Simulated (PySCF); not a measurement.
# C₇H₁₀BN: excited states, first hyperpolarisability

Aim: compute the excited states, first hyperpolarisability of C₇H₁₀BN (`CB(C)c1ccccn1`).

Programs: PySCF 2.14.0, with routines of our own; each step states its level. All values are computed. Atoms count from 0.

## 1. The starting structure

19 atoms, charge 0, multiplicity 1; geometry from: GFN2-xTB.

## 2. Geometry optimisation at PBE0-D3(BJ)/def2-SVP

What the job is given:

```
{"job": {"xc": "PBE0", "basis": "def2-SVP", "d3": "d3bj", "grid": 2, "kind": "geom"}, "charge": 0, "multiplicity": 1}
C     -2.155086    -1.328279    -0.027581
B     -1.350330     0.018295    -0.157878
C     -2.072509     1.377946    -0.471269
C      0.216986     0.037325    -0.020054
C      0.911914    -0.761262     0.896232
C      2.291710    -0.686371     0.975722
C      2.960628     0.176715     0.124053
C      2.198859     0.934567    -0.755364
N      0.885274     0.878036    -0.821727
H     -3.162542    -1.186945     0.357972
H     -2.269225    -1.748798    -1.027952
H     -1.664505    -2.092690     0.570310
H     -3.086825     1.269840    -0.847819
H     -2.131417     1.977693     0.438012
H     -1.493576     1.969764    -1.176847
H      0.366518    -1.425720     1.549882
H      2.837194    -1.294946     1.684185
H      4.036380     0.264052     0.142500
H      2.670751     1.630029    -1.439837
```

Run with:

```sh
$ OMP_NUM_THREADS=1 python excited_run.py task.json out
```

The driver reads the jobs from task.json and runs them one after another.

What it wrote:

```text
step   0  E = -351.71012708  max force = 0.010116
step   1  E = -351.71266812  max force = 0.001975
step   2  E = -351.71273647  max force = 0.001114
step   3  E = -351.71276793  max force = 0.001849
step   4  E = -351.71281984  max force = 0.002259
step   5  E = -351.71287757  max force = 0.001070
step   6  E = -351.71291399  max force = 0.001958
step   7  E = -351.71293229  max force = 0.001322
step   8  E = -351.71294721  max force = 0.000302
optimisation converged
```

Run time: 2.3 min. Hardware: 1 thread of Arm Neoverse V1, shared host; peak memory 0.81 GiB.

Along the way:

```
step  energy from step 0 (eV)  largest force component (eV/Å)
   0                   0.0000                          0.5202
   1                  -0.0691                          0.1016
   2                  -0.0710                          0.0573
   3                  -0.0719                          0.0951
   4                  -0.0733                          0.1162
   5                  -0.0748                          0.0550
   6                  -0.0758                          0.1007
   7                  -0.0763                          0.0680
   8                  -0.0767                          0.0155
```

Distances of close pairs at the start and the end, largest changes first:

```
  bond  before (Å)  after (Å)  change (Å)
C2–H13       1.091      1.109      +0.018
C0–H10       1.091      1.108      +0.017
 C0–H9       1.088      1.102      +0.014
C7–H18       1.084      1.097      +0.013
C6–H17       1.079      1.093      +0.013
C2–H12       1.087      1.100      +0.013
C0–H11       1.087      1.100      +0.012
C4–H15       1.080      1.092      +0.012
```

The end geometry stands in the next job.

```
                         at the end point                value
  point group (found at 0.08 Å tolerance)                   C1
rotational constants (GHz, main isotopes)  3.346, 1.154, 0.872
                        dipole moment (D)                 2.10
```

## 3. Excited states: TDA wB97X-D/aug-cc-pVDZ

What the job is given:

```
{"job": {"kind": "states", "xc": "wB97X-D", "basis": "aug-cc-pVDZ", "tda": true, "soc": true, "nstates": 6, "ntriplets": 5, "nquad": 4}, "charge": 0, "multiplicity": 1}
C     -2.194260    -1.202985     0.313148
B     -1.346006     0.033879    -0.156411
C     -2.052587     1.286999    -0.770727
C      0.234074     0.051985    -0.029244
C      0.943405    -0.894482     0.728141
C      2.331951    -0.822575     0.815142
C      2.983979     0.195591     0.129775
C      2.209671     1.096341    -0.608398
N      0.889293     1.035078    -0.684195
H     -3.176998    -0.906397     0.713005
H     -2.413805    -1.784509    -0.603926
H     -1.713009    -1.895739     1.018573
H     -3.043895     1.085393    -1.203558
H     -2.214749     1.983918     0.076232
H     -1.407985     1.825724    -1.479737
H      0.402946    -1.685235     1.252499
H      2.894879    -1.549993     1.405884
H      4.071255     0.297853     0.160449
H      2.695899     1.908690    -1.162781
```

With the program's defaults for keys left out, this is: TDA wB97X-D/aug-cc-pVDZ excited states, vertical, gas phase, spin-orbit mean-field couplings.

What it wrote:

```text
coarse grid: 15952 points
cycle   1  E = -352.2238364402  dE =  1.569e+00  |g| = 4.102e-01  |ddm| = 1.777e+01
cycle   2  E = -352.2460261939  dE = -2.219e-02  |g| = 3.542e-01  |ddm| = 2.789e+00
cycle   3  E = -352.2738221072  dE = -2.780e-02  |g| = 7.959e-02  |ddm| = 8.632e-01
cycle   4  E = -352.2751526319  dE = -1.331e-03  |g| = 3.595e-02  |ddm| = 3.102e-01
cycle   5  E = -352.2754798919  dE = -3.273e-04  |g| = 4.707e-03  |ddm| = 1.474e-01
cycle   6  E = -352.2754878323  dE = -7.940e-06  |g| = 1.977e-03  |ddm| = 2.884e-02
final grid: 154376 points
cycle   7  E = -352.2896709642  dE = -1.965e-04  |g| = 5.870e-03  |ddm| = 7.666e-01
cycle   8  E = -352.2896773077  dE = -6.344e-06  |g| = 4.573e-03  |ddm| = 6.895e-02
cycle   9  E = -352.2896823388  dE = -5.031e-06  |g| = 8.032e-04  |ddm| = 1.644e-02
cycle  10  E = -352.2896825396  dE = -2.007e-07  |g| = 5.025e-04  |ddm| = 8.120e-03
cycle  11  E = -352.2896826154  dE = -7.586e-08  |g| = 9.769e-05  |ddm| = 1.824e-03
cycle  12  E = -352.2896826212  dE = -5.805e-09  |g| = 5.727e-05  |ddm| = 5.682e-04
cycle  13  E = -352.2896826232  dE = -1.919e-09  |g| = 1.781e-05  |ddm| = 3.262e-04
cycle  14  E = -352.2896826234  dE = -2.342e-10  |g| = 8.446e-06  |ddm| = 1.014e-04
converged SCF energy = -352.2896826234

Singlet excitations
state   eV       nm        f     d(h-e)  d(exc)  Lambda  PR(NTO)  |dmu|/D   mu/D   main configurations
  1   4.1734   297.1   0.00176   0.889   2.789   0.481   1.014    2.090    2.397   H->L 0.97
  2   4.9902   248.5   0.00210   1.118   2.701   0.448   1.014    2.624    0.589   H->L+2 0.93
  3   5.3366   232.3   0.11132   0.350   2.800   0.691   1.600    1.089    3.001   H-1->L 0.53, H-2->L 0.17, H-1->L+2 0.16
  4   5.8907   210.5   0.03908   0.820   2.983   0.472   1.189    3.368    2.355   H-3->L 0.61, H-2->L 0.12, H-1->L 0.08
  5   5.9796   207.3   0.00093   0.598   2.878   0.514   1.109                     H-4->L 0.89
  6   6.0649   204.4   0.15445   0.330   3.012   0.590   1.471                     H-3->L 0.26, H-1->L 0.25, H-2->L 0.22

Triplet excitations (Tamm-Dancoff)
state   eV     d(h-e)  d(exc)  Lambda  PR(NTO)   main configurations
  1   3.6440   0.803   2.642   0.474   1.023   H->L 0.84, H->L+2 0.10
  2   3.9744   0.393   2.660   0.673   1.173   H-1->L 0.77
  3   4.6233   0.135   2.547   0.688   1.075   H-1->L+2 0.34, H-2->L 0.25, H-2->L+2 0.18
  4   4.6359   1.007   2.697   0.454   1.113   H->L+2 0.79, H->L 0.11
  5   4.8062   0.232   2.684   0.672   1.990   H-2->L 0.47, H-1->L+2 0.47
S1 - T1 = 0.5294 eV

Spin-orbit couplings |<S|Hso|T>| (cm-1)
             T1       T2       T3       T4       T5
S0       22.248    0.285    0.844   11.656    0.325
S1        0.507    3.122    5.693    1.379    6.599
S2        0.321    1.772    4.504    0.410    0.970
S3        2.937    0.257    0.224    4.050    0.071
S4        4.570    0.917    0.849    1.943    0.992
S5       10.258    1.305    2.855    4.039    3.751
S6        5.676    0.748    0.354    1.147    0.664
T1 sublevels (cm-1): 0.000 0.006 0.036   radiative rates (1/s): 0.148 0.187 57.7
```

Wall time 1.7 min (1 thread of Arm Neoverse V1, shared host); peak memory 1.2 GiB.

In short:

```
  quantity    value
S1 less T1  0.53 eV
```

Orbitals, density, ELF and potential are computed afterwards from the orbital file.

Frontier orbitals at wB97X-D/aug-cc-pVDZ, with the share of their density that lies nearest to each atom:

```
orbital  energy (eV)                                   lies on
   HOMO        -9.02    N8 57 %; C3 8 %; C4, C7 about 6 % each
   LUMO         0.10  B1 25 %; C3, C6 about 15 % each; N8 12 %
```

ELF in a plane through or near 16 of the atoms.

Ten even steps from ' ' (0.00) to '@' (1.00):
```
                                                        
                                                        
                                                        
              --::      ==--    **%%++                  
            ##@@@@..  ..@@@@    @@@@@@..                
          --@@@@@@++  ==@@@@--  @@@@@@--::::            
          ..%%@@@@**==++@@@@--  @@@@##**####--          
            ..**==::@@::::**    **==++%%@@@@**          
        ::....++++::%%==++##::::%%@@++##@@%%==          
      **@@@@%%--++++..::##--##%%--==##::..              
      %%@@@@@@::====  ..====##%%##::++..                
      ++@@@@%%++%%**++######----%%@@%%**%%##::          
        ++++::--**##==##--##..  **==::@@@@@@##          
              **@@**++**@@@@::..%%##::%%@@@@##          
            ..@@@@@@--::%%%%  --@@@@##++####--          
            --@@@@@@..  ====  --@@@@**....              
              %%@@**          ..####--                  
                                                        
                                                        
                                                        
```
The map spans 13.3 Å across and 9.8 Å up, centred on the molecule. Atoms in the plane (x, y in Å): C0 (2.2, 1.3), B1 (1.4, -0.1), C2 (2.1, -1.4), C3 (-0.2, -0.1), C4 (-1.0, 1.1), C5 (-2.4, 1.1), C6 (-3.0, -0.2), C7 (-2.2, -1.3), N8 (-0.8, -1.3), H11 (1.7, 2.2), H12 (3.1, -1.5), H14 (1.5, -2.3), H15 (-0.5, 2.1), H16 (-3.0, 2.0), H17 (-4.1, -0.3), H18 (-2.6, -2.3).

On the surface of density 0.002 e/bohr³ the electrostatic potential runs, from the 1st to the 99th percentile, from -1.41 V near N8 to 1.11 V near H16.

## 4. Excited states: TDDFT CAM-B3LYP/aug-cc-pVDZ

Settings changed since step 3:

```diff
@@ -1,2 +1,2 @@
-{"job": {"kind": "states", "xc": "wB97X-D", "basis": "aug-cc-pVDZ", "tda": true, "soc": true, "nstates": 6, "ntriplets": 5, "nquad": 4}, "charge": 0, "multiplicity": 1}
+{"job": {"kind": "states", "xc": "CAM-B3LYP", "basis": "aug-cc-pVDZ", "tpa": true, "nstates": 8, "nquad": 6, "ntriplets": 0}, "charge": 0, "multiplicity": 1}
 C     -2.194260    -1.202985     0.313148
```

Method: TDDFT CAM-B3LYP/aug-cc-pVDZ excited states, vertical, gas phase, two-photon moments by quadratic response.

What it wrote:

```text
coarse grid: 15952 points
cycle   1  E = -352.1203548453  dE =  1.482e+00  |g| = 4.385e-01  |ddm| = 2.256e+01
cycle   2  E = -352.1360924323  dE = -1.574e-02  |g| = 4.091e-01  |ddm| = 3.215e+00
cycle   3  E = -352.1749872411  dE = -3.889e-02  |g| = 9.214e-02  |ddm| = 1.045e+00
cycle   4  E = -352.1765908947  dE = -1.604e-03  |g| = 4.353e-02  |ddm| = 3.039e-01
cycle   5  E = -352.1770544426  dE = -4.635e-04  |g| = 5.606e-03  |ddm| = 1.544e-01
cycle   6  E = -352.1770629515  dE = -8.509e-06  |g| = 2.347e-03  |ddm| = 3.461e-02
final grid: 154376 points
cycle   7  E = -352.2045297440  dE = -2.267e-05  |g| = 4.648e-03  |ddm| = 2.662e-01
cycle   8  E = -352.2045296336  dE =  1.104e-07  |g| = 4.788e-03  |ddm| = 4.436e-02
cycle   9  E = -352.2045354986  dE = -5.865e-06  |g| = 6.114e-04  |ddm| = 1.772e-02
cycle  10  E = -352.2045355911  dE = -9.249e-08  |g| = 1.922e-04  |ddm| = 2.265e-03
cycle  11  E = -352.2045356008  dE = -9.672e-09  |g| = 8.427e-05  |ddm| = 1.048e-03
cycle  12  E = -352.2045356026  dE = -1.763e-09  |g| = 1.922e-05  |ddm| = 3.170e-04
cycle  13  E = -352.2045356027  dE = -1.894e-10  |g| = 6.300e-06  |ddm| = 8.790e-05
converged SCF energy = -352.2045356027

Singlet excitations
state   eV       nm        f     d(h-e)  d(exc)  Lambda  PR(NTO)  |dmu|/D   mu/D   delta(TPA)   sigma/GM   main configurations
  1   4.1528   298.6   0.00116   0.881   2.802   0.477   1.018    2.080    2.383        0.44      0.003   H->L 0.96
  2   4.9794   249.0   0.00148   1.120   2.728   0.445   1.022    2.648    0.573        0.60      0.005   H->L+2 0.92
  3   5.2115   237.9   0.13014   0.389   2.824   0.685   1.536    1.357    3.271       49.57      0.493   H-1->L 0.66, H-1->L+2 0.12, H-2->L 0.11
  4   5.7633   215.1   0.09074   0.303   2.964   0.620   1.613    0.739    2.547      121.50      1.478   H-2->L 0.35, H-1->L+2 0.26, H-1->L 0.19
  5   5.9230   209.3   0.03432   0.890   2.997   0.434   1.193    3.563    2.593       58.61      0.753   H-3->L 0.74
  6   5.9459   208.5   0.00088   0.619   2.891   0.514   1.125    1.754    1.021        0.47      0.006   H-4->L 0.90
  7   6.5477   189.4   0.01031   0.623   4.440   0.172   1.025                                            H->L+1 0.70, H->L+4 0.12
  8   6.7361   184.1   0.23287   0.454   3.593   0.486   1.987                                            H-2->L 0.32, H-1->L+2 0.30, H-1->L+1 0.29
```

It took 2.1 min on 1 thread of Arm Neoverse V1, shared host; peak memory 1.3 GiB.

## 5. First hyperpolarisability: quadratic response CAM-B3LYP/aug-cc-pVDZ

Settings changed since step 4:

```diff
@@ -1,2 +1,2 @@
-{"job": {"kind": "states", "xc": "CAM-B3LYP", "basis": "aug-cc-pVDZ", "tpa": true, "nstates": 8, "nquad": 6, "ntriplets": 0}, "charge": 0, "multiplicity": 1}
+{"job": {"kind": "beta", "xc": "CAM-B3LYP", "basis": "aug-cc-pVDZ"}, "charge": 0, "multiplicity": 1}
 C     -2.194260    -1.202985     0.313148
```

Level: quadratic response CAM-B3LYP/aug-cc-pVDZ first hyperpolarisability, Taylor convention, gas phase.

What it wrote:

```text
coarse grid: 15952 points
cycle   1  E = -352.1203548453  dE =  1.482e+00  |g| = 4.385e-01  |ddm| = 2.256e+01
cycle   2  E = -352.1360924323  dE = -1.574e-02  |g| = 4.091e-01  |ddm| = 3.215e+00
cycle   3  E = -352.1749872411  dE = -3.889e-02  |g| = 9.214e-02  |ddm| = 1.045e+00
cycle   4  E = -352.1765908947  dE = -1.604e-03  |g| = 4.353e-02  |ddm| = 3.039e-01
cycle   5  E = -352.1770544426  dE = -4.635e-04  |g| = 5.606e-03  |ddm| = 1.544e-01
cycle   6  E = -352.1770629515  dE = -8.509e-06  |g| = 2.347e-03  |ddm| = 3.461e-02
final grid: 154376 points
cycle   7  E = -352.2045297440  dE = -2.267e-05  |g| = 4.648e-03  |ddm| = 2.662e-01
cycle   8  E = -352.2045296336  dE =  1.104e-07  |g| = 4.788e-03  |ddm| = 4.436e-02
cycle   9  E = -352.2045354986  dE = -5.865e-06  |g| = 6.114e-04  |ddm| = 1.772e-02
cycle  10  E = -352.2045355911  dE = -9.249e-08  |g| = 1.922e-04  |ddm| = 2.265e-03
cycle  11  E = -352.2045356008  dE = -9.672e-09  |g| = 8.427e-05  |ddm| = 1.048e-03
cycle  12  E = -352.2045356026  dE = -1.763e-09  |g| = 1.922e-05  |ddm| = 3.170e-04
cycle  13  E = -352.2045356027  dE = -1.894e-10  |g| = 6.300e-06  |ddm| = 8.790e-05
converged SCF energy = -352.2045356027

Lowest singlets (eV, f): 4.1528 0.0012  4.9794 0.0015  5.2115 0.1301

First hyperpolarisability (au)
process     nm      |vector|   parallel      HRS      DR
static         -      289.81     105.93     130.55   3.929
shg       1907.0      313.88     115.57     140.98   3.965
eope      1907.0      297.51     109.01          -       -
shg       1064.0      379.54     141.97     169.36    4.05
eope      1064.0      315.69      116.3          -       -
```

It took 97 s on 1 thread of Arm Neoverse V1, shared host; peak memory 1.3 GiB.

## 6. Excited states: TDA wB97X-D/aug-cc-pVDZ in tetrahydrofuran

Settings changed since step 5:

```diff
@@ -1,2 +1,2 @@
-{"job": {"kind": "beta", "xc": "CAM-B3LYP", "basis": "aug-cc-pVDZ"}, "charge": 0, "multiplicity": 1}
+{"job": {"kind": "states", "xc": "wB97X-D", "basis": "aug-cc-pVDZ", "tda": true, "soc": true, "nstates": 6, "ntriplets": 5, "nquad": 4, "solvent": "tetrahydrofuran"}, "charge": 0, "multiplicity": 1}
 C     -2.194260    -1.202985     0.313148
```

Method: TDA wB97X-D/aug-cc-pVDZ excited states, vertical, IEF-PCM tetrahydrofuran (non-equilibrium response), spin-orbit mean-field couplings.

What it wrote:

```text
coarse grid: 15952 points
cycle   1  E = -352.2336408845  dE =  1.560e+00  |g| = 3.939e-01  |ddm| = 1.783e+01
cycle   2  E = -352.2592059077  dE = -2.557e-02  |g| = 3.104e-01  |ddm| = 3.100e+00
cycle   3  E = -352.2801569305  dE = -2.095e-02  |g| = 6.571e-02  |ddm| = 7.628e-01
cycle   4  E = -352.2810630254  dE = -9.061e-04  |g| = 3.286e-02  |ddm| = 2.991e-01
cycle   5  E = -352.2813264677  dE = -2.634e-04  |g| = 4.071e-03  |ddm| = 1.400e-01
cycle   6  E = -352.2813334260  dE = -6.958e-06  |g| = 1.588e-03  |ddm| = 3.548e-02
final grid: 154376 points
cycle   7  E = -352.2954770982  dE = -1.954e-04  |g| = 5.666e-03  |ddm| = 7.719e-01
cycle   8  E = -352.2954837207  dE = -6.623e-06  |g| = 4.148e-03  |ddm| = 7.262e-02
cycle   9  E = -352.2954877701  dE = -4.049e-06  |g| = 7.706e-04  |ddm| = 1.519e-02
cycle  10  E = -352.2954879538  dE = -1.836e-07  |g| = 4.827e-04  |ddm| = 8.043e-03
cycle  11  E = -352.2954880189  dE = -6.514e-08  |g| = 9.647e-05  |ddm| = 1.713e-03
cycle  12  E = -352.2954880246  dE = -5.658e-09  |g| = 4.829e-05  |ddm| = 6.246e-04
cycle  13  E = -352.2954880261  dE = -1.490e-09  |g| = 1.370e-05  |ddm| = 3.529e-04
cycle  14  E = -352.2954880262  dE = -1.594e-10  |g| = 5.301e-06  |ddm| = 9.635e-05
converged SCF energy = -352.2954880262

Singlet excitations
state   eV       nm        f     d(h-e)  d(exc)  Lambda  PR(NTO)  |dmu|/D   mu/D   main configurations
  1   4.2912   288.9   0.00223   0.851   2.790   0.489   1.016    2.333    2.893   H->L 0.97
  2   5.1218   242.1   0.00260   1.082   2.706   0.447   1.018    2.948    0.575   H->L+2 0.92
  3   5.2983   234.0   0.17889   0.381   2.814   0.688   1.474    1.344    3.993   H-1->L 0.61, H-1->L+2 0.14, H-2->L 0.13
  4   5.8845   210.7   0.06838   0.496   2.982   0.518   1.297    2.378    2.524   H-3->L 0.50, H-2->L 0.19, H-1->L+2 0.12
  5   5.9818   207.3   0.03392   0.391   2.904   0.525   1.197                     H-4->L 0.70, H-3->L 0.09
  6   6.0317   205.6   0.11682   0.311   2.980   0.542   1.355                     H-3->L 0.30, H-4->L 0.21, H-2->L 0.14

Triplet excitations (Tamm-Dancoff)
state   eV     d(h-e)  d(exc)  Lambda  PR(NTO)   main configurations
  1   3.7775   0.775   2.650   0.481   1.026   H->L 0.86, H->L+2 0.09
  2   3.9763   0.410   2.669   0.673   1.150   H-1->L 0.79
  3   4.6232   0.163   2.535   0.683   1.092   H-1->L+2 0.38, H-2->L 0.24, H-2->L+2 0.16
  4   4.7732   0.976   2.696   0.454   1.143   H->L+2 0.78, H->L 0.09
  5   4.8113   0.259   2.682   0.669   1.981   H-2->L 0.49, H-1->L+2 0.44
S1 - T1 = 0.5137 eV

Spin-orbit couplings |<S|Hso|T>| (cm-1)
             T1       T2       T3       T4       T5
S0       21.722    0.420    0.126   11.687    0.405
S1        0.551    2.873    5.479    1.709    6.457
S2        0.305    1.568    4.263    0.233    0.956
S3        2.541    0.260    0.284    3.443    0.065
S4        6.153    0.854    0.821    2.514    1.042
S5       10.303    1.159    2.560    3.682    3.575
S6        4.437    0.984    1.172    0.774    1.515
T1 sublevels (cm-1): 0.000 0.007 0.037   radiative rates (1/s): 0.266 0.348 52.6
```

It took 93 s on 1 thread of Arm Neoverse V1, shared host; peak memory 1.3 GiB.

In short:

```
  quantity    value
S1 less T1  0.51 eV
```

## 7. Results

```
                                                       quantity                                                value
                                                    point group                                                   C1
                           rotational constants (main isotopes)                                 3.35, 1.15, 0.87 GHz
                   S1 less T1 (step 3, TDA wB97X-D/aug-cc-pVDZ)                                              0.53 eV
                          surface potential, 1st and 99th percentile                                   -1.41 V and 1.11 V
    β vector (step 5, quadratic response CAM-B3LYP/aug-cc-pVDZ)  static 290, SHG 1907.0 nm 314, SHG 1064.0 nm 380 au
S1 less T1 (step 6, TDA wB97X-D/aug-cc-pVDZ in tetrahydrofuran)                                              0.51 eV
```

In words: The optimisation took 8 steps and gained 0.077 eV; among the close pairs (by a distance rule), C2–H13 changed most, from 1.091 to 1.109 Å. No frequency check was run at this level, so the end point may be a saddle. In step 3, the number of triplets below S1 is 2, and the largest singlet-triplet spin-orbit coupling is S0–T1, 22.25 cm⁻¹. β grows from 290 au (static) to 380 au for doubling at 1064.0 nm: normal dispersion, which grows as twice the photon energy moves toward the bright states. In step 6, the number of triplets below S1 is 2, and the largest singlet-triplet spin-orbit coupling is S0–T1, 21.72 cm⁻¹.
